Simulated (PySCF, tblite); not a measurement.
# C₄H₃OP₃: geometry, infrared bands and NMR shifts

Wanted: the infrared bands and NMR shifts of C₄H₃OP₃ (`O=Cc1pcpcp1`), by calculation.

The runs use tblite 0.8.0 and PySCF 2.14.0, with density-fitted response routines of our own; the level of theory stands in each step. All values are computed, except where a source is named. Atoms are numbered from 0 throughout.

## (1) Starting geometry

11 atoms, charge 0, multiplicity 1; geometry from: force field or distance geometry start.

Bonds of the start (Å): O0–C1 1.25, C1–C2 1.43, C2–P3 1.73, P3–C4 1.73, C4–P5 1.74, P5–C6 1.75, C6–P7 1.74, P7–C2 1.72, C1–H8 1.09, C4–H9 1.08, C6–H10 1.08.

## (2) Relaxing the molecule with GFN2-xTB

Job settings and geometry (Å):

```
{"job": {"kind": "relax", "xc": "GFN2-xTB", "basis": "xTB"}, "charge": 0, "multiplicity": 1}
O      3.140300     0.829100    -0.124900
C      2.464100    -0.223000    -0.047800
C      1.033100    -0.163500    -0.009000
P     -0.023200    -1.535700     0.095200
C     -1.751300    -1.390800     0.136900
P     -2.425500     0.210800     0.031900
C     -1.452800     1.658200    -0.087700
P      0.268600     1.374600    -0.096300
H      3.019400    -1.161600     0.015000
H     -2.399900    -2.252800     0.206100
H     -1.867400     2.657400    -0.145400
```

Launch:

```console
OMP_NUM_THREADS=1 python probes_run.py task.json out
```

This one command runs all jobs of the session in turn.

**Question.** This job is followed by: GFN2-xTB harmonic vibrations, gas phase; GIAO PBE0/pcSseg-1 NMR shielding, non-relativistic, gas phase. What will the session give for the following? strongest single infrared mode (GFN2-xTB); zero-point energy (GFN2-xTB); ¹³C shifts against TMS (PBE0/pcSseg-1, means over atoms taken as alike); ¹H shifts against TMS (PBE0/pcSseg-1, means over atoms taken as alike); ¹⁷O shifts against H2O (PBE0/pcSseg-1); ³¹P shifts against H3PO4 (PBE0/pcSseg-1, means over atoms taken as alike); surface potential, 1st and 99th percentile.

As calculated:

```
                                                                 quantity                    value
                                strongest single infrared mode (GFN2-xTB)    1699 cm⁻¹, 429 km/mol
                                             zero-point energy (GFN2-xTB)            36.8 kcal/mol
  ¹³C shifts against TMS (PBE0/pcSseg-1, means over atoms taken as alike)  199.8, 199.7, 189.6 ppm
   ¹H shifts against TMS (PBE0/pcSseg-1, means over atoms taken as alike)         11.28, 10.64 ppm
                                   ¹⁷O shifts against H2O (PBE0/pcSseg-1)                649.3 ppm
³¹P shifts against H3PO4 (PBE0/pcSseg-1, means over atoms taken as alike)         312.6, 286.3 ppm
                                    surface potential, 1st and 99th percentile       -1.60 V and 1.28 V
```

**Reading.** Relaxing lowered the energy by 2.050 eV in 24 steps; the close pair that moved most is O0–C1, from 1.253 to 1.210 Å. No mode is imaginary among the 27: a minimum at this level. The strongest single mode, at 1699 cm⁻¹, moves mainly C1 and O0. GFN2-xTB is a fitted tight-binding method: band positions and strengths are rough. Its intensities can rank the bands wrongly. The most deshielded carbon is C1 (aldehyde carbonyl carbon), at 199.8 ppm: low-lying n→π* states of the double bond to the heteroatom give a large paramagnetic term (-257 ppm). At PBE0/pcSseg-1: The widest tensor belongs to O0: span 1313 ppm, with a paramagnetic part of -712 ppm. NICS(1)zz of -21 ppm above the planar ring from C2 marks a diatropic (aromatic) ring current. By nearest atom (PBE0/pcSseg-1), the HOMO sits on O0 38 %; P7 24 % and the LUMO on P5 28 %; P7 17 %.
